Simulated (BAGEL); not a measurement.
# HF/3-21G (density fitting with qzvpp-jkfit) run of AlNH2Cl2 (SMILES [NH2][Al]([Cl])[Cl])

Aim: the vertical singlet–triplet gap of AlNH2Cl2 at HF/3-21G (density fitting with qzvpp-jkfit), from 2 runs. 

The calculation is run with BAGEL 1.2.2.

1 further run of the same task is left out (it didn't finish). Runs told in other sessions of the task aren't counted.

## Step 1: The system as given

AlNH2Cl2: 6 atoms, total charge 0, spin state singlet. SMILES: `[NH2][Al]([Cl])[Cl]`. The coordinates come from a PBE0-D4/def2-TZVP relaxation.

Bond lengths: N1–Al2 1.747 Å, Al2–Cl3 2.082 Å, Al2–Cl4 2.082 Å, N1–H5 1.006 Å, N1–H6 1.006 Å. Angles: N1–Al2–Cl3 120.1°, N1–Al2–Cl4 120.1°, Cl3–Al2–Cl4 119.9°, Al2–N1–H5 124.4°, Al2–N1–H6 124.4°, H5–N1–H6 111.2°.

## Step 2: The energy at HF/3-21G (density fitting with qzvpp-jkfit)

Contents of input.json:

```json
{ "bagel" : [

{
  "title" : "molecule",
  "basis" : "3-21g",
  "df_basis" : "qzvpp-jkfit",
  "angstrom" : "true",
  "geometry" : [
    { "atom" : "N", "xyz" : [      -0.150800,       1.005400,      -0.089000 ] },
    { "atom" : "Al", "xyz" : [       0.116500,      -0.715300,       0.048700 ] },
    { "atom" : "Cl", "xyz" : [       1.566400,      -1.444300,       1.352800 ] },
    { "atom" : "Cl", "xyz" : [      -1.014300,      -2.040600,      -1.091200 ] },
    { "atom" : "H", "xyz" : [       0.356900,       1.702800,       0.429400 ] },
    { "atom" : "H", "xyz" : [      -0.832500,       1.427900,      -0.697000 ] }
  ]
},

{ "title" : "hf" },

{ "title" : "print", "file" : "orbitals.molden", "orbitals" : "true" }

]}
```

Launch:

```console
$ BAGEL_NUM_THREADS=1 BAGEL input.json > input.out
```

Standard output:

```text
* using 1 threads per process

  ===============================================================
  ===============================================================

  *** Geometry ***

  { "atom" : "N", "xyz" : [     -0.284971,      1.899931,     -0.168186 ] },
  { "atom" : "Al", "xyz" : [      0.220153,     -1.351721,      0.092030 ] },
  { "atom" : "Cl", "xyz" : [      2.960067,     -2.729331,      2.556422 ] },
  { "atom" : "Cl", "xyz" : [     -1.916749,     -3.856175,     -2.062069 ] },
  { "atom" : "H", "xyz" : [      0.674443,      3.217826,      0.811448 ] },
  { "atom" : "H", "xyz" : [     -1.573197,      2.698340,     -1.317139 ] },

  Number of auxiliary basis functions:      497

  Since a DF basis is specified, we compute 2- and 3-index integrals:
    o Being stored without compression. Storage requirement is 0.011 GB

  Number of basis functions:       52
  Number of electrons      :       56

    * METHOD: MOLECULE                             0.15

  *** RHF ***

  === Nuclear Repulsion ===
   242.9103526874

      * DIIS with orbital gradients will be used.

  === RHF iteration (3-21g) ===
      0      -1210.56454168          0.02305632           0.04
      1      -1210.65776536          0.01211578           0.04
      2      -1210.68497652          0.00107182           0.04
      3      -1210.68541130          0.00026590           0.04
      4      -1210.68545312          0.00006173           0.04
      5      -1210.68545589          0.00001466           0.04
      6      -1210.68545607          0.00000293           0.04
      7      -1210.68545608          0.00000043           0.04
      8      -1210.68545608          0.00000016           0.04
      9      -1210.68545608          0.00000007           0.04
     10      -1210.68545608          0.00000001           0.04
     11      -1210.68545608          0.00000000           0.04
    * SCF iteration converged.

    * Permanent dipole moment:
           (    0.224870,    -1.447842,     0.115621) a.u.

    * METHOD: HF                                   0.57

    * METHOD: PRINT                                0.00

  ===============================================================
```

Run time: 0.87 s. Hardware: 1 thread of Arm Neoverse V2, shared host.

## Step 3: The triplet at the same level

Contents of input.json:

```json
{ "bagel" : [

{
  "title" : "molecule",
  "basis" : "3-21g",
  "df_basis" : "qzvpp-jkfit",
  "angstrom" : "true",
  "geometry" : [
    { "atom" : "N", "xyz" : [   -0.150800,    1.005400,   -0.089000 ] },
    { "atom" : "Al", "xyz" : [    0.116500,   -0.715300,    0.048700 ] },
    { "atom" : "Cl", "xyz" : [    1.566400,   -1.444300,    1.352800 ] },
    { "atom" : "Cl", "xyz" : [   -1.014300,   -2.040600,   -1.091200 ] },
    { "atom" : "H", "xyz" : [    0.356900,    1.702800,    0.429400 ] },
    { "atom" : "H", "xyz" : [   -0.832500,    1.427900,   -0.697000 ] }
  ]
},
{
  "title" : "uhf",
  "nopen" : 2
},
{
  "title" : "print",
  "file" : "orbitals.molden",
  "orbitals" : "true"
}

]}
```

Launch:

```console
$ BAGEL_NUM_THREADS=1 BAGEL input.json > input.out
```

Standard output:

```text
* using 1 threads per process

  ===============================================================
  ===============================================================

  *** Geometry ***

  { "atom" : "N", "xyz" : [     -0.284971,      1.899931,     -0.168186 ] },
  { "atom" : "Al", "xyz" : [      0.220153,     -1.351721,      0.092030 ] },
  { "atom" : "Cl", "xyz" : [      2.960067,     -2.729331,      2.556422 ] },
  { "atom" : "Cl", "xyz" : [     -1.916749,     -3.856175,     -2.062069 ] },
  { "atom" : "H", "xyz" : [      0.674443,      3.217826,      0.811448 ] },
  { "atom" : "H", "xyz" : [     -1.573197,      2.698340,     -1.317139 ] },

  Number of auxiliary basis functions:      497

  Since a DF basis is specified, we compute 2- and 3-index integrals:
    o Being stored without compression. Storage requirement is 0.011 GB

  Number of basis functions:       52
  Number of electrons      :       56

    * METHOD: MOLECULE                             0.16

  *** Open-shell HF ***

  === Nuclear Repulsion ===
   242.9103526874

      * DIIS with orbital gradients will be used.

  === UHF iteration (3-21g) ===
      0      -1210.40697970          0.02254237           0.08
      1      -1210.48011828          0.00683719           0.09
      2      -1210.48855329          0.00236675           0.08
      3      -1210.49003987          0.00061970           0.08
      4      -1210.49051530          0.00019301           0.08
      5      -1210.49060338          0.00011962           0.08
      6      -1210.49064383          0.00003473           0.08
      7      -1210.49064722          0.00001326           0.08
      8      -1210.49064766          0.00000324           0.08
      9      -1210.49064770          0.00000165           0.08
     10      -1210.49064771          0.00000144           0.08
     11      -1210.49064772          0.00000148           0.08
     12      -1210.49064772          0.00000146           0.08
     13      -1210.49064772          0.00000145           0.08
     14      -1210.49064772          0.00000145           0.08
     15      -1210.49064771          0.00000142           0.08
     16      -1210.49064771          0.00000132           0.08
     17      -1210.49064771          0.00000124           0.08
     18      -1210.49064771          0.00000120           0.09
     19      -1210.49064771          0.00000108           0.09
     20      -1210.49064770          0.00000085           0.08
     21      -1210.49064769          0.00000039           0.08
     22      -1210.49064769          0.00000017           0.08
     23      -1210.49064769          0.00000008           0.08
     24      -1210.49064769          0.00000002           0.08
     25      -1210.49064769          0.00000001           0.08
     26      -1210.49064769          0.00000001           0.08
    * SCF iteration converged.

    * S^2 (UHF) is 2.0093

    * Permanent dipole moment:
           (    0.484901,    -3.115840,     0.248373) a.u.

    * METHOD: UHF                                  2.31

    * METHOD: PRINT                                0.00

  ===============================================================
```

Wall time 2.6 s (1 thread of Arm Neoverse V2, shared host).

## Step 4: Outcome

Level: HF/3-21G (density fitting with qzvpp-jkfit).

| quantity | value |
| --- | --- |
| singlet: total energy | -1210.68546 Eh |
| singlet: dipole moment | 3.74 D |
| singlet: HOMO energy | -11.60 eV |
| singlet: LUMO energy | 2.29 eV |
| singlet: HOMO–LUMO gap | 13.89 eV |
| triplet: total energy | -1210.49065 Eh |
| triplet: dipole moment | 8.04 D |
| triplet: ⟨S²⟩ | 2.009 |
| vertical energy of the triplet above the singlet | 5.301 eV |

**Reading.** At this shape the triplet lies 5.30 eV (511 kJ/mol) above the singlet.
